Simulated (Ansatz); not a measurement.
This session for the interaction energy of a dimer with the counterpoise correction of Cl2Si, SMILES Cl[Si]Cl with the Python package of Ansatz (0.2.0) holds a mistake.

The cells in order, each with its output:

**Cell 1**
```python
import ansatz as az
```

**Cell 2**
```python
FIRST = [
    ("Cl", (0.2102, 1.7581, 0.3094)),
    ("Si", (-0.6205, -0.0084, -0.3401)),
    ("Cl", (0.4104, -1.7496, 0.0307)),
]
SECOND = [
    ("Cl", (-4.3756, 0.8512, -0.0648)),
    ("Si", (-4.1728, 2.0682, -1.7111)),
    ("Cl", (-5.8733, 2.559, -2.7596)),
]
```

**Cell 3**
```python
def energy(atoms, ghosts=()):
    molecule = az.Crystal.molecule()
    for symbol, xyz in atoms:
        molecule = molecule.atom(symbol, xyz)
    calc = (
        molecule.calculation()
        .basis(gaussian="cc-pVDZ")
        .functional("pbe")
        .basis(500)
    )
    deck = calc.input()
    if ghosts:
        deck = deck.set(az.key.basis.gaussian.ghost_atoms, [{"symbol": s, "position_ang": list(xyz)} for s, xyz in ghosts])
    return az.Session.from_dict(deck).plan().execute().report["free_energy_ev"]
```

**Cell 4**
```python
# ghost atoms carry the functions of the partner
both = energy(FIRST + SECOND)
alone = energy(FIRST) + energy(SECOND)
ghosted = energy(FIRST, SECOND) + energy(SECOND, FIRST)
print(f"dimer {both:.6f} eV")
print(f"interaction, uncorrected   {(both - alone):8.3f} eV")
print(f"interaction, counterpoise  {(both - ghosted):8.3f} eV")
print(f"basis-set superposition    {(alone - ghosted):8.3f} eV")
```
Output:
```text
Traceback (most recent call last):
  File "<cell 4>", line 2, in <module>
    both = energy(FIRST + SECOND)
  File "<cell 3>", line 14, in energy
    return az.Session.from_dict(deck).plan().execute().report["free_energy_ev"]
           ~~~~~~~~~~~~~~~~~~~~^^^^^^
ansatz.RefusalError: invalid value for `basis.gaussian`: such a run doesn't read basis.ecutwfc; remove what it names
```

Find the fault and give the corrected session.

The fault: a plane-wave cutoff beside a Gaussian basis. Mended:

```diff
--- before
+++ after
@@
         .functional("pbe")
-        .basis(500)
     )
```

The cells in order, each with its output:

(earlier cells as before)

```python
def energy(atoms, ghosts=()):
    molecule = az.Crystal.molecule()
    for symbol, xyz in atoms:
        molecule = molecule.atom(symbol, xyz)
    calc = (
        molecule.calculation()
        .basis(gaussian="cc-pVDZ")
        .functional("pbe")
    )
    deck = calc.input()
    if ghosts:
        deck = deck.set(az.key.basis.gaussian.ghost_atoms, [{"symbol": s, "position_ang": list(xyz)} for s, xyz in ghosts])
    return az.Session.from_dict(deck).plan().execute().report["free_energy_ev"]
```

```python
# ghost atoms carry the functions of the partner
both = energy(FIRST + SECOND)
alone = energy(FIRST) + energy(SECOND)
ghosted = energy(FIRST, SECOND) + energy(SECOND, FIRST)
print(f"dimer {both:.6f} eV")
print(f"interaction, uncorrected   {(both - alone):8.3f} eV")
print(f"interaction, counterpoise  {(both - ghosted):8.3f} eV")
print(f"basis-set superposition    {(alone - ghosted):8.3f} eV")
```

    dimer -65820.713529 eV
    interaction, uncorrected     -0.017 eV
    interaction, counterpoise     0.004 eV
    basis-set superposition       0.020 eV

Notes:
- Total energies depend on the basis set; only differences at equal settings carry meaning.
- The dimer is a generated trial pose of unrelaxed monomers, not a minimum, so the figure is no binding energy, and the basis set is small.
- This level lacks the dispersion part of the attraction (electrostatics and induction are there), which can decide the sign where the interaction is weak.
- Run time: 11 s on 1 thread of Arm Neoverse V1 (shared host), peak memory 0.21 GiB.
